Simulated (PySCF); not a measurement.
# C8H10+ (doublet): open-shell or spin-flip excitations

Wanted: open-shell or spin-flip excitations for C8H10+ (doublet) (`CC[C+]1[CH]C=CC=C1`).

Computed with PySCF 2.14.0 and routines of our own; the level stands in each step. Atoms count from 0.

## 1. The starting structure

18 atoms, charge 1, multiplicity 2; geometry from: GFN2-xTB.

## 2. Open-shell or spin-flip excitations: unrestricted TDA PBE0/def2-SVP

What the job is given:

```
{"job": {"kind": "uabs", "xc": "PBE0", "basis": "def2-SVP", "nstates": 10, "tda": true}, "charge": 1, "multiplicity": 2}
C     -2.605490     0.238876     0.248269
C     -1.513444    -0.155887    -0.713965
C     -0.109926    -0.043579    -0.287371
C      0.282693     0.520298     0.946806
C      1.601056     0.498231     1.331420
C      2.576892    -0.037817     0.474627
C      2.209970    -0.596293    -0.754807
C      0.894325    -0.575459    -1.145573
H     -2.586289    -0.379900     1.146612
H     -3.577069     0.113575    -0.222172
H     -2.508891     1.276328     0.568993
H     -1.696660    -1.175375    -1.092361
H     -1.602556     0.439757    -1.642070
H     -0.457846     0.959588     1.596348
H      1.896929     0.911721     2.283422
H      3.619398     0.018386     0.752206
H      2.963675    -1.021919    -1.399366
H      0.604477    -0.984214    -2.102674
```

Method: unrestricted TDA PBE0/def2-SVP, vertical, gas phase, core orbitals frozen in the response.

Run with:

```bash
OMP_NUM_THREADS=1 python excited_run.py task.json out
```

This one command runs all jobs of the session in turn.

Log:

```text
coarse grid: 14888 points
cycle   1  E = -309.8882654724  dE =  1.392e+00  |g| = 2.142e-01  |ddm| = 3.450e+00
cycle   2  E = -309.8848669837  dE =  3.398e-03  |g| = 2.433e-01  |ddm| = 6.125e-01
cycle   3  E = -309.9141464182  dE = -2.928e-02  |g| = 4.329e-02  |ddm| = 2.620e-01
cycle   4  E = -309.9145985228  dE = -4.521e-04  |g| = 3.480e-02  |ddm| = 7.598e-02
cycle   5  E = -309.9153310437  dE = -7.325e-04  |g| = 7.782e-03  |ddm| = 4.385e-02
cycle   6  E = -309.9153826620  dE = -5.162e-05  |g| = 3.338e-03  |ddm| = 1.287e-02
cycle   7  E = -309.9153981733  dE = -1.551e-05  |g| = 1.299e-03  |ddm| = 7.834e-03
cycle   8  E = -309.9154011160  dE = -2.943e-06  |g| = 8.651e-04  |ddm| = 4.062e-03
final grid: 143384 points
cycle   9  E = -309.9623008663  dE = -4.453e-05  |g| = 5.521e-03  |ddm| = 3.898e-02
cycle  10  E = -309.9623006679  dE =  1.985e-07  |g| = 5.699e-03  |ddm| = 1.331e-02
cycle  11  E = -309.9623179964  dE = -1.733e-05  |g| = 7.242e-04  |ddm| = 6.893e-03
cycle  12  E = -309.9623182833  dE = -2.869e-07  |g| = 1.920e-04  |ddm| = 1.015e-03
cycle  13  E = -309.9623183271  dE = -4.377e-08  |g| = 8.676e-05  |ddm| = 3.412e-04
cycle  14  E = -309.9623183481  dE = -2.108e-08  |g| = 6.181e-05  |ddm| = 3.130e-04
cycle  15  E = -309.9623183554  dE = -7.315e-09  |g| = 4.342e-05  |ddm| = 1.873e-04
cycle  16  E = -309.9623183580  dE = -2.586e-09  |g| = 1.860e-05  |ddm| = 1.398e-04
cycle  17  E = -309.9623183584  dE = -3.417e-10  |g| = 3.450e-06  |ddm| = 3.920e-05
converged SCF energy = -309.9623183584

Static polarisability (au): isotropic 84.469, principal 43.521 81.452 128.432

<S^2> of the reference = 0.7653 (exact 0.7500)

Excitations
state   eV       nm        f      <S^2>   main configurations
  1   0.9277   1336.5   0.00014   0.790   Hb->Lb 0.98
  2   2.6592    466.2   0.00152   0.779   H-2b->Lb 0.76, H-3b->Lb 0.12
  3   2.7392    452.6   0.03987   0.781   H-1b->Lb 0.49, H-3b->Lb 0.34, H-2b->Lb 0.11
  4   2.8675    432.4   0.05833   0.785   H-3b->Lb 0.48, H-1b->Lb 0.44
  5   3.4762    356.7   0.00086   0.788   H-4b->Lb 0.77, H-5b->Lb 0.10, H-2b->Lb 0.08
  6   3.5601    348.3   0.00526   0.940   H-5b->Lb 0.70
  7   3.8620    321.0   0.00017   0.780   H-6b->Lb 0.90
  8   4.6850    264.6   0.01113   2.255   H-1a->L+1a 0.36, Ha->La 0.23, Hb->L+1b 0.19, Hb->L+2b 0.12
  9   4.9857    248.7   0.02063   2.562   H-1a->La 0.60, Hb->L+2b 0.17, Hb->L+1b 0.09
 10   5.1347    241.5   0.00127   0.828   H-7b->Lb 0.87
```

Run time: 60 s. Hardware: 1 thread of Intel Xeon Platinum 8488C, shared host; peak memory 0.63 GiB.

In short:

| quantity | value |
| --- | --- |
| ⟨S²⟩ | 0.765 |

Löwdin spin populations:

C0 0.00; C1 0.03; C2 0.32; C3 0.06; C4 0.04; C5 0.38; C6 -0.05; C7 0.15; H8 0.00; H9 0.00; H10 0.00; H11 0.03; H12 0.05; H13 0.00; H14 0.00; H15 0.00; H16 0.00; H17 0.00

The fields below are evaluated on a grid from the run's orbitals.

ELF in a plane through or near 14 of the atoms.

Ten even steps from '0' (0.00) to '9' (1.00):
```
0000000000000000000000000000
0000000000000000000000000000
0000000000000000000000000000
0000000189820000000000000000
0000000499960078300000000000
0000000299960399700000000000
0000120048455799600210000000
0003998343757199103541000000
0008999839565262025345541000
0006999645204865366659997000
0000455588214328759699998000
0000001533866968234249994000
0000059993823512687100210000
0000299994568810476100000000
0000189990199950021000000000
0000027830099960000000000000
0000000000048820000000000000
0000000000000000000000000000
0000000000000000000000000000
0000000000000000000000000000
```
The map spans 12.5 Å across and 10.1 Å up, centred on the molecule. Atoms in the plane (x, y in Å): C0 (2.6, 0.4), C1 (1.5, -0.7), C2 (0.1, -0.3), C3 (-0.3, 1.1), C4 (-1.6, 1.4), C5 (-2.6, 0.4), C6 (-2.2, -1.0), C7 (-0.9, -1.3), H9 (3.6, -0.1), H13 (0.4, 1.9), H14 (-1.9, 2.4), H15 (-3.6, 0.6), H16 (-3.0, -1.7), H17 (-0.6, -2.3).

log10 of the density (e/Å³) in the same plane.

Ten even steps from ' ' (-4.0) to '@' (1.8):
```
                                                        
                                                        
                ..::....                                
            ..::--====--::::::::..                      
          ..::--==**++++==--====--::........            
        ....::==++##**++++++++++==------::::..          
      ..::--====++####******##**++========--::..        
    ..::==++++++**##@@########**++==++**++==--::..      
    ..--++**##########**####**++==++**##****++--::      
    ..--==****##@@##**++**####******##@@####**==--..    
      ::==++++**####**++**##%%##############**==--..    
      ..::--++**##%%##########**##@@##++++++++==::..    
      ..::==++**########@@**++++******++==----::..      
      ..::==++##********##**++==++**++==--::....        
        ::--==++++==++**##**==--======--::..            
        ..::--------==++++++==--::::::::..              
            ........::------::........                  
                      ........                          
                                                        
                                                        
```
The map spans 12.5 Å across and 10.1 Å up, centred on the molecule. Atoms in the plane (x, y in Å): C0 (2.6, 0.4), C1 (1.5, -0.7), C2 (0.1, -0.3), C3 (-0.3, 1.1), C4 (-1.6, 1.4), C5 (-2.6, 0.4), C6 (-2.2, -1.0), C7 (-0.9, -1.3), H9 (3.6, -0.1), H13 (0.4, 1.9), H14 (-1.9, 2.4), H15 (-3.6, 0.6), H16 (-3.0, -1.7), H17 (-0.6, -2.3).

On the surface of density 0.002 e/bohr³ the electrostatic potential runs, from the 1st to the 99th percentile, from 3.40 to 5.15 V.

The spin density lies nearest to C2, C5 about 27 % each; C7 12 %.

## 3. Open-shell or spin-flip excitations: unrestricted TDA PBE0/def2-SVP in water

Settings changed since step 2:

```diff
@@ -1,2 +1,2 @@
-{"job": {"kind": "uabs", "xc": "PBE0", "basis": "def2-SVP", "nstates": 10, "tda": true}, "charge": 1, "multiplicity": 2}
+{"job": {"kind": "uabs", "xc": "PBE0", "basis": "def2-SVP", "nstates": 10, "tda": true, "solvent": "water", "pol": false}, "charge": 1, "multiplicity": 2}
 C     -2.605490     0.238876     0.248269
```

Method: unrestricted TDA PBE0/def2-SVP, vertical, IEF-PCM water (non-equilibrium linear response), core orbitals frozen in the response.

Log:

```text
coarse grid: 14888 points
cycle   1  E = -309.9715530847  dE =  1.309e+00  |g| = 2.067e-01  |ddm| = 3.459e+00
cycle   2  E = -309.9709572667  dE =  5.958e-04  |g| = 2.241e-01  |ddm| = 5.039e-01
cycle   3  E = -309.9959405542  dE = -2.498e-02  |g| = 3.294e-02  |ddm| = 2.168e-01
cycle   4  E = -309.9962966889  dE = -3.561e-04  |g| = 2.579e-02  |ddm| = 5.822e-02
cycle   5  E = -309.9967051675  dE = -4.085e-04  |g| = 5.614e-03  |ddm| = 3.012e-02
cycle   6  E = -309.9967384082  dE = -3.324e-05  |g| = 2.958e-03  |ddm| = 9.896e-03
cycle   7  E = -309.9967509640  dE = -1.256e-05  |g| = 9.328e-04  |ddm| = 7.117e-03
cycle   8  E = -309.9967526533  dE = -1.689e-06  |g| = 5.261e-04  |ddm| = 2.821e-03
final grid: 143384 points
cycle   9  E = -310.0436275453  dE = -4.593e-05  |g| = 5.093e-03  |ddm| = 3.911e-02
cycle  10  E = -310.0436299815  dE = -2.436e-06  |g| = 4.814e-03  |ddm| = 1.101e-02
cycle  11  E = -310.0436424436  dE = -1.246e-05  |g| = 4.226e-04  |ddm| = 5.148e-03
cycle  12  E = -310.0436425515  dE = -1.079e-07  |g| = 1.877e-04  |ddm| = 6.263e-04
cycle  13  E = -310.0436425881  dE = -3.652e-08  |g| = 7.140e-05  |ddm| = 2.881e-04
cycle  14  E = -310.0436426085  dE = -2.043e-08  |g| = 6.189e-05  |ddm| = 2.961e-04
cycle  15  E = -310.0436426192  dE = -1.066e-08  |g| = 2.760e-05  |ddm| = 2.335e-04
cycle  16  E = -310.0436426235  dE = -4.365e-09  |g| = 1.896e-05  |ddm| = 1.943e-04
cycle  17  E = -310.0436426243  dE = -7.383e-10  |g| = 1.431e-05  |ddm| = 4.668e-05
converged SCF energy = -310.0436426243

<S^2> of the reference = 0.7654 (exact 0.7500)

Excitations
state   eV       nm        f      <S^2>   main configurations
  1   0.9359   1324.8   0.00019   0.790   Hb->Lb 0.98
  2   2.7410    452.3   0.00286   0.778   H-2b->Lb 0.66, H-3b->Lb 0.20
  3   2.8790    430.7   0.03835   0.786   H-3b->Lb 0.36, H-1b->Lb 0.34, H-2b->Lb 0.20
  4   2.9820    415.8   0.08517   0.799   H-1b->Lb 0.51, H-3b->Lb 0.39
  5   3.5854    345.8   0.00061   0.811   H-4b->Lb 0.83, H-2b->Lb 0.09
  6   3.6562    339.1   0.00093   0.914   H-5b->Lb 0.76
  7   4.0417    306.8   0.00030   0.782   H-6b->Lb 0.92
  8   4.6940    264.1   0.01654   2.218   H-1a->L+1a 0.37, Ha->La 0.24, Hb->L+1b 0.18, Hb->L+2b 0.13
  9   4.9852    248.7   0.02678   2.544   H-1a->La 0.65, Hb->L+2b 0.15, Hb->L+1b 0.09
 10   5.1712    239.8   0.00114   0.820   H-7b->Lb 0.93
```

Run time: 38 s. Hardware: 1 thread of Intel Xeon Platinum 8488C, shared host; peak memory 0.81 GiB.

In short:

| quantity | value |
| --- | --- |
| ⟨S²⟩ | 0.765 |

## 4. Open-shell or spin-flip excitations: unrestricted TDA B97-2/def2-SVP

Settings changed since step 3:

```diff
@@ -1,4 +1,4 @@
-{"job": {"kind": "uabs", "xc": "PBE0", "basis": "def2-SVP", "nstates": 10, "tda": true, "solvent": "water", "pol": false}, "charge": 1, "multiplicity": 2}
+{"job": {"kind": "uabs", "xc": "B97-2", "basis": "def2-SVP", "nstates": 15, "tda": true, "scf": {"max_cycle": 68}}, "charge": 1, "multiplicity": 2}
 C     -2.605490     0.238876     0.248269
-C     -1.513444    -0.155887    -0.713965
+C      0.670648    -0.945413    -2.638433
 C     -0.109926    -0.043579    -0.287371
```

With the program's defaults for keys left out, this is: unrestricted TDA B97-2/def2-SVP, vertical, gas phase, core orbitals frozen in the response.

Log:

```text
final grid: 143384 points
cycle   1  E = -308.1472001680  dE =  2.517e+00  |g| = 8.295e-01  |ddm| = 5.315e+00
cycle   2  E = -301.9213410085  dE =  6.226e+00  |g| = 2.376e+00  |ddm| = 4.840e+00
cycle   3  E = -308.2274505055  dE = -6.306e+00  |g| = 8.290e-01  |ddm| = 4.001e+00
cycle   4  E = -308.2791977427  dE = -5.175e-02  |g| = 6.999e-01  |ddm| = 2.553e+00
cycle   5  E = -308.6575920085  dE = -3.784e-01  |g| = 3.338e-01  |ddm| = 2.206e+00
cycle   6  E = -308.7352850372  dE = -7.769e-02  |g| = 1.394e-01  |ddm| = 7.612e-01
cycle   7  E = -308.7346891414  dE =  5.959e-04  |g| = 1.549e-01  |ddm| = 5.875e-01
cycle   8  E = -308.7518131327  dE = -1.712e-02  |g| = 6.505e-02  |ddm| = 2.370e-01
cycle   9  E = -308.7563909325  dE = -4.578e-03  |g| = 3.344e-02  |ddm| = 2.130e-01
cycle  10  E = -308.7585012125  dE = -2.110e-03  |g| = 2.346e-02  |ddm| = 1.455e-01
[... 48 cycles left out ...]
cycle  59  E = -308.7661647680  dE = -3.175e-05  |g| = 1.447e-03  |ddm| = 3.102e-02
cycle  60  E = -308.7662291599  dE = -6.439e-05  |g| = 1.495e-03  |ddm| = 8.222e-02
cycle  61  E = -308.7662478112  dE = -1.865e-05  |g| = 1.346e-03  |ddm| = 2.615e-02
cycle  62  E = -308.7662395916  dE =  8.220e-06  |g| = 1.498e-03  |ddm| = 1.852e-02
cycle  63  E = -308.7662446978  dE = -5.106e-06  |g| = 1.524e-03  |ddm| = 4.884e-03
cycle  64  E = -308.7662447190  dE = -2.123e-08  |g| = 1.501e-03  |ddm| = 1.988e-03
cycle  65  E = -308.7662444564  dE =  2.626e-07  |g| = 1.510e-03  |ddm| = 8.004e-04
cycle  66  E = -308.7662432266  dE =  1.230e-06  |g| = 1.525e-03  |ddm| = 3.175e-03
cycle  67  E = -308.7662353623  dE =  7.864e-06  |g| = 1.487e-03  |ddm| = 1.125e-02
cycle  68  E = -308.7662474964  dE = -1.213e-05  |g| = 1.406e-03  |ddm| = 1.819e-02
SCF not converged, last energy = -308.7662474964
```

It took 1.7 min on 1 thread of Intel Xeon Platinum 8488C, shared host; peak memory 0.73 GiB.

**What went wrong.** After 68 cycles the gradient is still 1.4e-03, on a distorted geometry. The remedy is to go back to the standard guess, DIIS and geometry, then add damping if needed. Numbers printed on the way are no properties of the molecule.

## 5. Open-shell or spin-flip excitations: unrestricted TDDFT M06-L/def2-SVP

Settings changed since step 4:

```diff
@@ -1,4 +1,4 @@
-{"job": {"kind": "uabs", "xc": "B97-2", "basis": "def2-SVP", "nstates": 15, "tda": true, "scf": {"max_cycle": 68}}, "charge": 1, "multiplicity": 2}
+{"job": {"kind": "uabs", "xc": "M06-L", "basis": "def2-SVP", "nstates": 2, "tda": false, "scf": {"damp": 0.1, "fallback": true}}, "charge": 1, "multiplicity": 2}
 C     -2.605490     0.238876     0.248269
-C      0.670648    -0.945413    -2.638433
+C     -1.513444    -0.155887    -0.713965
 C     -0.109926    -0.043579    -0.287371
```

Method: unrestricted TDDFT M06-L/def2-SVP, vertical, gas phase, core orbitals frozen in the response.

Log, shortened:

```text
damping 0.10 in the first 6 cycles
final grid: 143384 points
cycle   1  E = -310.2531391231  dE =  1.072e+00  |g| = 2.773e-01  |ddm| = 3.411e+00
cycle   2  E = -310.2432804055  dE =  9.859e-03  |g| = 3.100e-01  |ddm| = 7.627e-01
cycle   3  E = -310.2039747010  dE =  3.931e-02  |g| = 4.167e-01  |ddm| = 6.926e-01
cycle   4  E = -310.0004789849  dE =  2.035e-01  |g| = 7.158e-01  |ddm| = 1.088e+00
cycle   5  E = -309.5409748850  dE =  4.595e-01  |g| = 1.125e+00  |ddm| = 1.904e+00
cycle   6  E = -306.1738382891  dE =  3.367e+00  |g| = 2.718e+00  |ddm| = 3.971e+00
cycle   7  E = -282.1484718807  dE =  2.403e+01  |g| = 4.823e+00  |ddm| = 1.676e+01
cycle   8  E = -308.5695601159  dE = -2.642e+01  |g| = 1.517e+00  |ddm| = 1.655e+01
cycle   9  E = -309.0917637831  dE = -5.222e-01  |g| = 1.326e+00  |ddm| = 2.895e+00
cycle  10  E = -310.1100136440  dE = -1.018e+00  |g| = 5.271e-01  |ddm| = 1.883e+00
[... 5 cycles left out ...]
cycle  16  E = -310.2962152357  dE = -1.001e-04  |g| = 4.946e-03  |ddm| = 2.202e-02
cycle  17  E = -310.2962304748  dE = -1.524e-05  |g| = 1.751e-03  |ddm| = 8.017e-03
cycle  18  E = -310.2962326489  dE = -2.174e-06  |g| = 8.713e-04  |ddm| = 3.038e-03
cycle  19  E = -310.2962330387  dE = -3.898e-07  |g| = 6.198e-04  |ddm| = 1.509e-03
cycle  20  E = -310.2962333234  dE = -2.847e-07  |g| = 3.023e-04  |ddm| = 1.151e-03
cycle  21  E = -310.2962333899  dE = -6.647e-08  |g| = 1.540e-04  |ddm| = 5.818e-04
cycle  22  E = -310.2962334094  dE = -1.954e-08  |g| = 7.080e-05  |ddm| = 3.522e-04
cycle  23  E = -310.2962334128  dE = -3.374e-09  |g| = 5.211e-05  |ddm| = 2.128e-04
cycle  24  E = -310.2962334142  dE = -1.408e-09  |g| = 2.084e-05  |ddm| = 6.856e-05
cycle  25  E = -310.2962334144  dE = -1.819e-10  |g| = 1.541e-05  |ddm| = 5.481e-05
converged SCF energy = -310.2962334144

Static polarisability (au): isotropic 87.133, principal 43.324 82.036 136.038

<S^2> of the reference = 0.7590 (exact 0.7500)

Excitations
state   eV       nm        f      <S^2>   main configurations
  1   0.8112   1528.4   0.00006   0.780   Hb->Lb 1.00
  2   2.1254    583.3   0.00008   0.764   H-2b->Lb 1.00
```

Run time: 2.3 min. Hardware: 1 thread of Intel Xeon Platinum 8488C, shared host; peak memory 0.59 GiB.

In short:

| quantity | value |
| --- | --- |
| ⟨S²⟩ | 0.759 |

## 6. Open-shell or spin-flip excitations: unrestricted TDDFT wB97X-D/def2-SVP in tetrahydrofuran

Settings changed since step 5:

```diff
@@ -1,2 +1,2 @@
-{"job": {"kind": "uabs", "xc": "M06-L", "basis": "def2-SVP", "nstates": 2, "tda": false, "scf": {"damp": 0.1, "fallback": true}}, "charge": 1, "multiplicity": 2}
+{"job": {"kind": "uabs", "xc": "wB97X-D", "basis": "def2-SVP", "nstates": 10, "tda": false, "solvent": "tetrahydrofuran", "scf": {"level_shift": 0.3, "fallback": true}}, "charge": 1, "multiplicity": 2}
 C     -2.605490     0.238876     0.248269
```

With the program's defaults for keys left out, this is: unrestricted TDDFT wB97X-D/def2-SVP, vertical, IEF-PCM tetrahydrofuran (non-equilibrium linear response), core orbitals frozen in the response.

Log:

```text
final grid: 143384 points
cycle   1  E = -310.2173466321  dE =  1.769e+00  |g| = 3.238e-01  |ddm| = 3.408e+00
cycle   2  E = -310.2878355177  dE = -7.049e-02  |g| = 1.071e-01  |ddm| = 4.601e-01
cycle   3  E = -310.2957678625  dE = -7.932e-03  |g| = 3.522e-02  |ddm| = 2.368e-01
cycle   4  E = -310.2971383939  dE = -1.371e-03  |g| = 1.502e-02  |ddm| = 1.098e-01
cycle   5  E = -310.2974970578  dE = -3.587e-04  |g| = 7.993e-03  |ddm| = 4.270e-02
cycle   6  E = -310.2976535120  dE = -1.565e-04  |g| = 4.879e-03  |ddm| = 2.056e-02
cycle   7  E = -310.2977335236  dE = -8.001e-05  |g| = 3.016e-03  |ddm| = 1.222e-02
cycle   8  E = -310.2977690816  dE = -3.556e-05  |g| = 1.884e-03  |ddm| = 7.847e-03
cycle   9  E = -310.2977838693  dE = -1.479e-05  |g| = 1.202e-03  |ddm| = 5.014e-03
cycle  10  E = -310.2977906928  dE = -6.824e-06  |g| = 7.868e-04  |ddm| = 3.565e-03
cycle  11  E = -310.2977938291  dE = -3.136e-06  |g| = 4.846e-04  |ddm| = 2.569e-03
cycle  12  E = -310.2977948886  dE = -1.060e-06  |g| = 3.142e-04  |ddm| = 1.431e-03
cycle  13  E = -310.2977953017  dE = -4.131e-07  |g| = 2.137e-04  |ddm| = 8.847e-04
cycle  14  E = -310.2977954855  dE = -1.839e-07  |g| = 1.457e-04  |ddm| = 5.490e-04
cycle  15  E = -310.2977955805  dE = -9.495e-08  |g| = 1.036e-04  |ddm| = 3.798e-04
cycle  16  E = -310.2977956398  dE = -5.936e-08  |g| = 7.947e-05  |ddm| = 3.206e-04
cycle  17  E = -310.2977956775  dE = -3.768e-08  |g| = 6.035e-05  |ddm| = 2.626e-04
cycle  18  E = -310.2977957018  dE = -2.429e-08  |g| = 5.100e-05  |ddm| = 2.163e-04
cycle  19  E = -310.2977957208  dE = -1.900e-08  |g| = 4.395e-05  |ddm| = 2.084e-04
cycle  20  E = -310.2977957329  dE = -1.206e-08  |g| = 3.687e-05  |ddm| = 1.483e-04
cycle  21  E = -310.2977957434  dE = -1.054e-08  |g| = 3.563e-05  |ddm| = 1.498e-04
cycle  22  E = -310.2977957528  dE = -9.447e-09  |g| = 3.248e-05  |ddm| = 1.483e-04
cycle  23  E = -310.2977957605  dE = -7.683e-09  |g| = 2.991e-05  |ddm| = 1.401e-04
cycle  24  E = -310.2977957679  dE = -7.368e-09  |g| = 3.338e-05  |ddm| = 1.718e-04
cycle  25  E = -310.2977957719  dE = -3.964e-09  |g| = 2.442e-05  |ddm| = 9.691e-05
cycle  26  E = -310.2977957762  dE = -4.340e-09  |g| = 3.471e-05  |ddm| = 1.728e-04
cycle  27  E = -310.2977957788  dE = -2.623e-09  |g| = 3.081e-05  |ddm| = 1.309e-04
cycle  28  E = -310.2977957802  dE = -1.356e-09  |g| = 2.175e-05  |ddm| = 8.186e-05
cycle  29  E = -310.2977957808  dE = -6.286e-10  |g| = 1.524e-05  |ddm| = 5.434e-05
level shift removed, Fock matrix diagonalised once more
converged SCF energy = -310.2977957808

Static polarisability (au): isotropic 108.154, principal 54.071 105.773 164.619

<S^2> of the reference = 0.7679 (exact 0.7500)

Excitations
state   eV       nm        f      <S^2>   main configurations
  1   0.8144   1522.4   0.00013   0.806   Hb->Lb 0.99
  2   2.9588    419.0   0.00653   0.791   H-2b->Lb 0.38, H-3b->Lb 0.35, H-4b->Lb 0.14, H-1b->Lb 0.08
  3   3.0543    405.9   0.09414   0.887   H-1b->Lb 0.52, H-5b->Lb 0.23, H-2b->Lb 0.15
  4   3.1556    392.9   0.01852   0.821   H-3b->Lb 0.50, H-2b->Lb 0.15, H-4b->Lb 0.14, H-6b->Lb 0.11
  5   3.9555    313.4   0.01169   0.993   H-1b->Lb 0.30, H-4b->Lb 0.27, H-5b->Lb 0.23
  6   4.0627    305.2   0.00137   0.833   H-4b->Lb 0.35, H-5b->Lb 0.29, H-2b->Lb 0.23
  7   4.4706    277.3   0.00170   0.828   H-6b->Lb 0.75, H-3b->Lb 0.08
  8   4.6019    269.4   0.02494   1.916   Ha->La 0.33, H-1a->L+1a 0.33, Hb->L+2b 0.11, Hb->L+1b 0.10
  9   5.0135    247.3   0.03217   2.408   H-1a->La 0.74, Hb->L+2b 0.09
 10   5.4143    229.0   0.00051   0.822   H-7b->Lb 0.75, H-9b->Lb 0.16
```

It took 1.7 min on 1 thread of Intel Xeon Platinum 8488C, shared host; peak memory 0.84 GiB.

Key values:

| quantity | value |
| --- | --- |
| ⟨S²⟩ | 0.768 |

## 7. What came out

| quantity | value |
| --- | --- |
| lowest and brightest state of nearly pure spin, of 10 (step 2, unrestricted TDA PBE0/def2-SVP) | 0.93 eV; 2.87 eV, f = 0.058 |
| lowest and brightest state of nearly pure spin, of 10 (step 3, unrestricted TDA PBE0/def2-SVP in water) | 0.94 eV; 2.98 eV, f = 0.085 |
| lowest and brightest state of nearly pure spin, of 2 (step 5, unrestricted TDDFT M06-L/def2-SVP) | 0.81 eV; 2.13 eV, f = 0.000 |
| lowest and brightest state of nearly pure spin, of 10 (step 6, unrestricted TDDFT wB97X-D/def2-SVP in tetrahydrofuran) | 0.81 eV; 3.05 eV, f = 0.094 |
| runs | 1 failed, 0 ended on unsound input |

States whose ⟨S²⟩ lies well above the reference's are mixtures of spin states, an artefact of the unrestricted response, and are left out of the summary. The lowest state of nearly pure spin runs from 0.81 to 0.94 eV over the runs.
